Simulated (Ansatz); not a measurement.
# LuScAs2: how the settings move a single-point run

How sensitive is a single-point run of LuScAs2 to its settings? A reference run comes first, then five runs with altered input. The cell is built on a prototype (ordering on rocksalt) and needn't be the phase found in nature.

Computed with Ansatz 0.2.0 (reference: DFT, r2SCAN, plane waves, PAW, unless a step's input says otherwise).

1 further run of the same task is left out (for a known fault of the program).

**1. The system as given**

It takes space group R-3m (No. 166, trigonal). Conventional cell: a = 3.945 Å, b = 3.945 Å, c = 19.301 Å, α = 90.00°, β = 90.00°, γ = 120.00°. Sc (site symmetry -3m) is surrounded by 6 As at 2.76 Å. Lu (site symmetry -3m) is surrounded by 6 As at 2.82 Å. As (site symmetry 3m) has 3 Sc at 2.76 Å and 3 Lu at 2.82 Å as nearest neighbours.

Structure file:

```xyz
4
Lattice="1.9727 1.1389 6.4335 -1.9727 1.1389 6.4335 0.0000 -2.2778 6.4335" Properties=species:S:1:pos:R:3 pbc="T T T"
Sc    1.9727    1.1389    6.4335
Lu    0.0000    0.0000    9.6503
As    0.0000    0.0000    4.8806
As    0.0000    0.0000   14.4200
```

**2. Baseline**

Contents of input.yaml:

```yaml
crystal:
  lattice:
    - [1.9726542487, 1.1389124615, 6.4335176529]
    - [-1.9726542487, 1.1389124615, 6.4335176529]
    - [0.0, -2.277824923, 6.4335176529]
  atoms:
    - { symbol: Sc, position: [1.0, 0.0, 0.0] }
    - { symbol: Lu, position: [0.5, 0.5, 0.5] }
    - { symbol: As, position: [0.2528735518, 0.2528735518, 0.2528735518] }
    - { symbol: As, position: [0.7471264482, 0.7471264482, 0.7471264482] }
kpoints:
  mp_grid: { grid: [6, 6, 6] }
hamiltonian:
  xc: r2scan
scf:
  occupations: { method: fermi_dirac, width: 0.02 }
  n_extra_bands: 5
output:
  forces: true
  stress: true
  eigenvalues: true
```

Run with:

```bash
> ansatz run input.yaml --threads 4 --pin off --max-ram 3686MiB --backend cpu --events-out ev --progress --plain --runs-dir out
```

**3. Changing settings: occupations.width 0.001**

Changes to input.yaml since step 2:

```diff
@@ -15,3 +15,3 @@
 scf:
-  occupations: { method: fermi_dirac, width: 0.02 }
+  occupations: { method: fermi_dirac, width: 0.001 }
   n_extra_bands: 5
```

**4. Variant: occupations.method cold, occupations.width 0.5**

Changes to input.yaml since step 2:

```diff
@@ -15,3 +15,3 @@
 scf:
-  occupations: { method: fermi_dirac, width: 0.02 }
+  occupations: { method: cold, width: 0.5 }
   n_extra_bands: 5
```

**5. Changing settings: ecutwfc 300**

Changes to input.yaml since step 2:

```diff
@@ -21 +21,3 @@
   eigenvalues: true
+basis:
+  ecutwfc: 300
```

**6. Changed: n_extra_bands 24**

Changes to input.yaml since step 2:

```diff
@@ -16,3 +16,3 @@
   occupations: { method: fermi_dirac, width: 0.02 }
-  n_extra_bands: 5
+  n_extra_bands: 24
 output:
```

**7. Changing settings: ecutrho_ratio 8**

Changes to input.yaml since step 2:

```diff
@@ -17,2 +17,3 @@
   n_extra_bands: 5
+  max_iter: 96
 output:
@@ -21 +22,3 @@
   eigenvalues: true
+basis:
+  ecutrho_ratio: 8
```

**Question.** What will these runs give? Wanted: for each run, ending; energy change; pressure; gap; force.

The runs gave:

```tsv
run	ending	energy change	pressure (GPa)	gap (eV)	force (eV/Å)	cycles	time
reference	converged	0	-0.1	0.00	0.00	10	1.9 s
1: occupations.width 0.001	converged	+0.1 meV/atom (σ→0)	-0.1	0.00	0.00	9	1.9 s
2: occupations.method cold, occupations.width 0.5	converged	-0.6 meV/atom (σ→0)	0.0	0.00	0.00	10	1.9 s
3: ecutwfc 300	converged	+58.0 meV/atom	0.1	0.00	0.03	9	0.94 s
4: n_extra_bands 24	converged	0.0 meV/atom	-0.1	0.00	0.00	9	2.2 s
5: ecutrho_ratio 8	converged	0.0 meV/atom	-0.1	0.00	0.00	10	2.7 s
```

Residual by cycle in the longest SCF loop of each run; runs are numbered as in the table. The quantity is the density residual dr2, in eV.

```tsv
cycle	reference	run 1	run 2	run 3	run 4	run 5
1	0.192	0.186	0.197	0.189	0.192	0.192
2	0.0373	0.0378	0.0486	0.031	0.0407	0.0373
3	0.0168	0.0136	0.0196	0.0114	0.00845	0.0168
4	0.00495	0.00328	0.00568	0.00411	0.00143	0.00495
5	4.2e-4	1.0e-4	3.9e-4	3.3e-4	1.1e-4	4.2e-4
6	4.6e-5	1.4e-5	5.4e-5	3.0e-5	1.1e-5	4.6e-5
7	5.8e-6	9.2e-7	4.8e-6	7.4e-6	1.2e-6	5.8e-6
8	9.1e-7	1.1e-7	8.0e-7	1.0e-6	1.1e-7	9.1e-7
9	1.6e-7	1.1e-8	1.2e-7	7.7e-8	7.6e-9	1.5e-7
10	1.2e-8	-	1.3e-8	-	-	1.2e-8
```

**Reading.** Run 3 ran under the cutoff that the potentials recommend, as the log warns, so basis error is mixed into its values, and swamps them where the cutoff is far short. Of the variants the dearest is «ecutrho_ratio 8» (2.7 s), the cheapest «ecutwfc 300» (0.94 s), on a shared host.
